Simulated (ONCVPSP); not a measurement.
# Tl: generating and testing an ONCV potential

Do these settings give a usable potential? It is generated, then checked for transferability, scattering, ghosts and hardness.

The numbers are computed with ONCVPSP 4.0.1 (PBE, scalar-relativistic, spin-unpolarised reference atom).

**1. Starting point**

The settings as typed:

```
element                 : thallium (Tl, Z = 81)
type                    : optimised norm-conserving Vanderbilt (ONCV)
frozen core             : [Kr] 4d10 4f14
valence charge          : 21
reference configuration : 5s2 5p6 5d10 6s2 6p1
partial waves           : 5s+6s: rc 1.45 bohr, ncon 3, nbas 8, qcut 10.1 1/bohr, 2 projectors; 5p+6p: rc 1.22 bohr, ncon 5, nbas 9, qcut 6.4 1/bohr, 3 projectors, debl 1.1 Ha; 5d: rc 1.30 bohr, ncon 4, nbas 7, qcut 8.1 1/bohr, 2 projectors, debl 3.3 Ha; f scattering state at 0.04 Ha: rc 1.45 bohr, ncon 3, nbas 6, qcut 8.6 1/bohr, 2 projectors, debl 2 Ha
local potential         : polynomial inside 0.90 bohr (lpopt 5, dvloc0 3 Ha)
core correction         : not asked for
```

The outer shells as boxes (Hund's rule for the drawing; the calculation is spin-unpolarised):

```
[Kr] core
4d [↑↓][↑↓][↑↓][↑↓][↑↓]
4f [↑↓][↑↓][↑↓][↑↓][↑↓][↑↓][↑↓]
5s [↑↓]
5p [↑↓][↑↓][↑↓]
5d [↑↓][↑↓][↑↓][↑↓][↑↓]
6s [↑↓]
6p [↑ ][  ][  ]
```

**2. Generating the potential**

File Tl.dat:

```
# ATOM AND REFERENCE CONFIGURATION
# atsym  z   nc   nv     iexc    psfile
  Tl 81.00   10    5        4      upf
#
#   n    l    f
    1    0    2.00
    2    0    2.00
    2    1    6.00
    3    0    2.00
    3    1    6.00
    3    2   10.00
    4    0    2.00
    4    1    6.00
    4    2   10.00
    4    3   14.00
    5    0    2.00
    5    1    6.00
    5    2   10.00
    6    0    2.00
    6    1    1.00
#
# PSEUDOPOTENTIAL AND OPTIMIZATION
# lmax
    3
#
#   l,   rc,      ep,       ncon, nbas, qcut
    0    1.45    0.00    3    8   10.10
    1    1.22    0.00    5    9    6.40
    2    1.30    0.00    4    7    8.10
    3    1.45    0.04    3    6    8.60
#
# LOCAL POTENTIAL
# lloc, lpopt,  rc(5),   dvloc0
    4    5    0.90    3.00
#
# VANDERBILT-KLEINMAN-BYLANDER PROJECTORs
# l, nproj, debl
    0    2    2.10
    1    3    1.10
    2    2    3.30
    3    2    2.00
#
# MODEL CORE CHARGE
# icmod, fcfact, rcfact
    0    0.00    0.00
#
# LOG DERIVATIVE ANALYSIS
# epsh1, epsh2, depsh
   -6.00    5.00    0.04
#
# OUTPUT GRID
# rlmax, drl
    6.00    0.01
#
# TEST CONFIGURATIONS
# ncnf
    4
# nvcnf
#   n    l    f
    5
    5    0    2.00
    5    1    6.00
    5    2   10.00
    6    0    2.00
    6    1    0.00
#
    5
    5    0    2.00
    5    1    6.00
    5    2   10.00
    6    0    1.00
    6    1    0.00
#
    5
    5    0    2.00
    5    1    6.00
    5    2   10.00
    6    0    0.00
    6    1    0.00
#
    5
    5    0    2.00
    5    1    6.00
    5    2    9.00
    6    0    2.00
    6    1    2.00
#
```

Command:

```bash
$ oncvpsp.x < Tl.dat > Tl.out
```

Q: Predict the outcome of this session. Wanted: cutoffs for 1 and 0.1 mHa per electron, occupied waves; bound ghosts; GHOST(+) flags; largest test error; largest phase difference near zero energy, channels read.

The runs gave:

| quantity | value |
| --- | --- |
| cutoffs for 1 and 0.1 mHa per electron, occupied waves | 158 Ha and 182 Ha |
| bound ghosts | p at -4883.20 eV |
| GHOST(+) flags | s at 53 eV, p at 617 eV |
| largest test error (AE − PS) | -10 meV, for 5s2 5p6 5d10 6s1 6p0 (1 test unsolved) |
| largest phase difference near zero energy, channels read | 0.001 rad |

It has a bound ghost (p), a state that the atom doesn't have, and that rules the file out. By total energies transferability is good where solved: the largest error is 10 meV on 25.9 eV, for 5s2 5p6 5d10 6s1 6p0. Atomic tests can pass in spite of a ghost, since they solve only for the levels asked. Of the tests 1 gave no usable energy difference, which is a warning in itself. The potential is very hard: the looser tolerance needs 158 Ha. At the looser tolerance the 5p wave is the slowest; 5s needs 34 Ha. Near zero energy the phases of the channels with partial waves agree within 0.001 rad. The program also flags highly localised states, GHOST(+) (s, p). Note that the frozen 4f shell (-114 eV) lies higher than the valence 5s shell (-131 eV). All of this concerns the isolated atom, not yet a solid.
